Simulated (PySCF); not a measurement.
# CH4ClGaOS (SMILES C[O][Ga]([SH])[Cl]): levels of theory compared

Wanted: a comparison of 4 runs (HF/STO-3G, HF/3-21G, B3LYP/6-31G*, M06-2X/6-311G**) of CH4ClGaOS. The job is set up through a Python script.

Program for the calculation: PySCF 2.14.0.

### Step 1. Starting point

CH4ClGaOS: 9 atoms, total charge 0, spin state singlet. SMILES: `C[O][Ga]([SH])[Cl]`. The shape comes from GFN2-xTB, which is rough for such elements, and wasn't checked as a minimum. This is one conformer, not always the lowest.

Bond lengths: C1–O2 1.416 Å, O2–Ga3 1.773 Å, Ga3–S4 2.210 Å, Ga3–Cl5 2.098 Å, C1–H6 1.092 Å, C1–H7 1.092 Å, C1–H8 1.094 Å, S4–H9 1.329 Å. Some angles: C1–O2–Ga3 137.0°, O2–Ga3–S4 107.9°, O2–Ga3–Cl5 120.2°, S4–Ga3–Cl5 131.8°, O2–C1–H6 108.6°, O2–C1–H7 108.9°, O2–C1–H8 112.1°, Ga3–S4–H9 89.3°, H6–C1–H7 109.4°, H6–C1–H8 108.9°.

### Step 2. Energy and forces at HF/STO-3G (run 1)

job.py

```python
import pyscf.grad
from pyscf import gto, scf

mol = gto.Mole()
mol.atom = '''
C    1.109670   0.920700   0.677400
O    0.211980  -0.119100   0.335280
Ga  -1.013630  -0.416650  -0.910990
S   -1.876460  -2.419870  -0.552930
Cl  -1.406120   1.034170  -2.374780
H    0.928360   1.209650   1.715270
H    2.133380   0.552670   0.577260
H    0.984450   1.798800   0.037700
H   -1.071630  -2.560380   0.495790
'''
mol.max_memory = 1860
mol.basis = 'sto-3g'
mol.verbose = 4
mol.charge = 0
mol.build()

mf = scf.RHF(mol)
mf.conv_tol = 1e-10
mf.kernel()
if not mf.converged:
    mf = mf.newton().run(mf.mo_coeff, mf.mo_occ)

etot = mf.e_tot
print('E(%s) = %.9f' % ('HF', etot))
grad = mf.Gradients().kernel()
mf.analyze()
```

Command:

```bash
$ OMP_NUM_THREADS=1 python job.py
```

Output:

```text
PySCF version 2.14.0

[... 69 lines left out ...]
converged SCF energy = -2862.33694935057
[... 21 lines left out ...]
MO #1   energy= -374.654659510705  occ= 2
[... 6 lines left out ...]
MO #8   energy= -20.200637981536   occ= 2
[... 6 lines left out ...]
MO #15  energy= -6.28674968554849  occ= 2
[... 6 lines left out ...]
MO #22  energy= -1.24166320993777  occ= 2
[... 6 lines left out ...]
MO #29  energy= -0.497095421335136 occ= 2
[... 6 lines left out ...]
MO #36  energy= -0.375736273820859 occ= 2
[... 6 lines left out ...]
MO #43  energy= 0.25440480692385   occ= 0
[... 6 lines left out ...]
MO #50  energy= 0.760158151303424  occ= 0
[... 62 lines left out ...]
Dipole moment(X, Y, Z, Debye):  1.03512, -0.80759,  1.78073
```

Run time: 4.5 s. Hardware: 1 thread of Intel Xeon at 2.70GHz, shared host; peak memory 0.12 GiB.

### Step 3. Energy and forces at HF/3-21G (run 2)

input.xyz

```xyz
9

C      1.109670     0.920700     0.677400
O      0.211980    -0.119100     0.335280
Ga    -1.013630    -0.416650    -0.910990
S     -1.876460    -2.419870    -0.552930
Cl    -1.406120     1.034170    -2.374780
H      0.928360     1.209650     1.715270
H      2.133380     0.552670     0.577260
H      0.984450     1.798800     0.037700
H     -1.071630    -2.560380     0.495790
```

job.py

```python
import pyscf.grad
from pyscf import gto, scf

system = gto.Mole()
system.atom = 'input.xyz'
system.verbose = 4
system.charge = 0
system.max_memory = 1860
system.basis = '3-21g'
system.build()

hf = scf.RHF(system)
hf.conv_tol = 1e-10
hf.kernel()
if not hf.converged:
    hf = hf.newton().run(hf.mo_coeff, hf.mo_occ)

e_tot = hf.e_tot
print(f'total energy: {e_tot:.8f} hartree')
grad = hf.Gradients().kernel()
hf.analyze()
```

Command:

```bash
$ OMP_NUM_THREADS=1 python job.py
```

Output:

```text
PySCF version 2.14.0

[... 64 lines left out ...]
total energy: -2881.26330752 hartree
[... 23 lines left out ...]
MO #4   energy= -48.0606632108494  occ= 2
[... 9 lines left out ...]
MO #14  energy= -7.967385727082    occ= 2
[... 9 lines left out ...]
MO #24  energy= -1.20123174172441  occ= 2
[... 9 lines left out ...]
MO #34  energy= -0.578578071697799 occ= 2
[... 9 lines left out ...]
MO #44  energy= 0.156673550093562  occ= 0
[... 9 lines left out ...]
MO #54  energy= 0.48517318552881   occ= 0
[... 9 lines left out ...]
MO #64  energy= 0.976583324055386  occ= 0
[... 9 lines left out ...]
MO #74  energy= 3.30114303421396   occ= 0
[... 86 lines left out ...]
Dipole moment(X, Y, Z, Debye):  1.87984,  1.05563,  1.49653
```

Wall time 4.8 s (1 thread of Intel Xeon at 2.70GHz, shared host); peak memory 0.15 GiB.

Run 3 isn't shown in full; the table further down has it.

### Step 4. Energy and forces at M06-2X/6-311G(d,p) (run 4)

job.py

```python
import pyscf.grad
from pyscf import gto, dft

mol = gto.M(
    atom='''
C      1.109670     0.920700     0.677400
O      0.211980    -0.119100     0.335280
Ga    -1.013630    -0.416650    -0.910990
S     -1.876460    -2.419870    -0.552930
Cl    -1.406120     1.034170    -2.374780
H      0.928360     1.209650     1.715270
H      2.133380     0.552670     0.577260
H      0.984450     1.798800     0.037700
H     -1.071630    -2.560380     0.495790
''',
    basis='6-311g**',
    max_memory=1860,
    verbose=4,
    spin=0,
)

mf = dft.RKS(mol)
mf.xc = 'm06-2x'
mf.grids.level = 5
mf.conv_tol = 1e-10
mf.kernel()
if not mf.converged:
    mf = mf.newton().run(mf.mo_coeff, mf.mo_occ)

etot = mf.e_tot
print('E = %.10f Eh' % etot)
grad = mf.Gradients().kernel()
dip = mf.dip_moment()
pop, q = mf.mulliken_pop()
```

Command:

```bash
$ OMP_NUM_THREADS=1 python job.py
```

Output:

```text
PySCF version 2.14.0

[... 82 lines left out ...]
converged SCF energy = -2899.03024766767
[... 13 lines left out ...]
Dipole moment(X, Y, Z, Debye):  1.14170,  0.56226,  0.95889
[... 166 lines left out ...]
charge of    8H =      0.10852
```

Run time: 2.1 min. Hardware: 1 thread of Intel Xeon at 2.70GHz, shared host; peak memory 1.9 GiB.

### Step 5. The series

```
run                               level  Cartesian functions  integration grid   energy (Eh)  dipole moment (D)  HOMO energy (eV)  LUMO energy (eV)  wall time
  1                           HF/STO-3G                   no                 –  -2862.336949               2.21             -7.78              5.30      4.5 s
  2                            HF/3-21G                   no                 –  -2881.263308               2.62            -10.85              1.76      4.8 s
  3  B3LYP/6-31G* (Cartesian functions)                  yes                 5  -2898.853993               1.68             -7.38             -1.55       68 s
  4                     M06-2X/6-311G**                   no                 5  -2899.030248               1.59             -9.00             -0.46    2.1 min
```

### Step 6. Summary of results

| quantity | value |
| --- | --- |
| run 4: total energy | -2899.03025 Eh |
| run 4: dipole moment | 1.59 D |
| run 4: HOMO energy | -9.00 eV |
| run 4: LUMO energy | -0.46 eV |
| run 4: HOMO–LUMO gap | 8.54 eV |
| run 4: largest force on an atom | 1.140 eV/Å |

The dipole moment (its size) runs from 1.59 D (M06-2X/6-311G**) to 2.62 D (HF/3-21G). The two ends differ in method and basis. The HOMO–LUMO gap runs from 5.84 eV (B3LYP/6-31G*) to 13.09 eV (HF/STO-3G). Totals of different functionals can't be ranked against each other. In run 1 the basis is minimal, so the values are rough. All runs together took 3.4 min, the longest 2.1 min.
